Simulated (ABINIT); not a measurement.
The system is Ti3Se.

```
Se Ti
1.0
     3.19745    0.00000    0.00000
    -1.59872    2.76907    0.00000
     0.00000    0.00000    7.94275
Se Ti
1 3
Direct
  0.00000 0.00000 0.00000
  0.66667 0.33333 0.50000
  0.33333 0.66667 0.77290
  0.33333 0.66667 0.22710
```

The cell comes from a database or a generator and needn't be the stable form of this composition.

Base run:

- Program: ABINIT 10.8.3 (patched build)
- Functional: PBE
- Potentials or basis: JTH PAW PBE v2.0
- Cutoff: 408 eV
- k mesh: 10 × 10 × 4
- Occupations: fermi-dirac, width 0.05 eV
- Spin: no spin polarisation

Its results: band gap on the k mesh none (metal or under the smearing width); pressure 0.4 GPa; largest force 0.040 eV/Å.

**Question.** The run is repeated on the same cell with these changes: functional from PBE to PBEsol. What comes out?

**Answer.** Band gap on the k mesh none (metal or under the smearing width); pressure -4.1 GPa; largest force 0.075 eV/Å.

PBEsol binds more tightly than PBE, so the same cell stands under less pressure.

Caveats: the PAW data sets were made with another functional, which shifts forces and pressure a little (some runs).

Not every run made on this cell is shown here.
